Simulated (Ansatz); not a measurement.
**SiGeHO (doublet): from Hartree-Fock to the top rungs, cc-pVDZ**

An exercise on one series of results from a longer session: the logs are not shown, and one member is left open.

Computed with Ansatz 0.2.0, Gaussian basis. Level: cc-pVDZ, core rule «outside noble gas», up to 20 orbitals frozen.

The runs, in order: UHF; CCSD(T) on ROHF; CCSD(T) on UHF; BCCD(T) on ROHF; CISD; CCSDT(Q) on UHF; CASSCF and MRCISD+Q, 9 electrons in 9 orbitals; CASSCF and NEVPT2, 9 electrons in 9 orbitals.

22 further runs of the same task are left out: 9 that didn't finish, 13 set aside as unsound or not needed.

## What is computed

The geometry is a PBE0/def2-TZVP stationary point (not a proven minimum) of the parent state, kept for this charge and spin. No spin-orbit coupling is included. The filled d shell of Ge may be among the frozen orbitals whatever the setting's name suggests; the logs give the count.

4 atoms, charge 0, spin multiplicity 2.

Atoms are counted from 1 here; the program's logs count them from 0.

Bond lengths: Ge1–Si2 2.398 Å, Si2–O3 1.648 Å, O3–H4 0.961 Å. Angles: Ge1–Si2–O3 111.2°, Si2–O3–H4 119.3°.

Set-up of the first run:

Contents of in.yaml:

```yaml
crystal:
  periodic: [false, false, false]
  atoms:
    - {symbol: Ge, position_ang: [0.000000, -0.086975, 1.033304]}
    - {symbol: Si, position_ang: [0.000000, 0.623522, -1.256992]}
    - {symbol: O, position_ang: [0.000000, -0.667282, -2.281334]}
    - {symbol: H, position_ang: [0.000000, -0.513860, -3.230336]}
basis:
  gaussian: {orbitals: cc-pVDZ}
magnetization: {spin_polarized: true, initial_magnetization: 1}
hamiltonian: {xc: hf}
output: {orbitals: {seedname: orbitals}}
```

Launch:

```
$ ansatz run in.yaml --threads 1 --pin off --events-out ev --progress --plain --max-ram 2393MiB
```

Steps of the session up to this table: UHF; CCSD(T) on ROHF; CCSD(T) on UHF; BCCD(T) on ROHF; CISD; CCSDT(Q) on UHF; CASSCF and MRCISD+Q, 9 electrons in 9 orbitals; CASSCF and NEVPT2, 9 electrons in 9 orbitals.

One table of the session follows, with a row left open; its other results are not shown here.

| method | from UCCSDT(Q) (meV) |
| --- | --- |
| ROHF | +10151.2 |
| UHF | +9740.1 |
| RMP2 | +1384.7 |
| UMP2 | +1346.4 |
| CISD | +1592.6 |
| RCCSD | +423.0 |
| UCCSD | ? |
| RCCSD(T) | +101.1 |
| UCCSD(T) | +101.3 |
| BCCD(T) | +95.5 |
| UCCSDT | +39.8 |
| UCCSDT(Q) | 0 |

**Question.** Estimate the row for UCCSD.

The run gave: from UCCSDT(Q) (meV): +408.6. In the column «from UCCSDT(Q) (meV)» it lies between UCCSD(T) (+101.3) and RCCSD (+423.0).

Not comparable, so not listed: CASSCF and NEVPT2, 9 electrons in 9 orbitals (they don't share determinant, frozen orbitals or solution with the rows shown, or repeat one).

Limits of these values: The determinant is far from a pure spin state, so its energy mixes those of several spin states (harmless only where they are near-degenerate, as at dissociation). Left out of the table: CASSCF frontier, MRCISD frontier, MRCISD+Q frontier (the active space lost an orbital or holds another state than full CI finds). Warnings: spin contamination; large T1 diagnostic. Restricted and unrestricted rows rest on different reference determinants; where their highest levels disagree by more than a few hundredths of an eV, they describe different states and don't form one ladder. Warnings in the runs' records: passed over end.
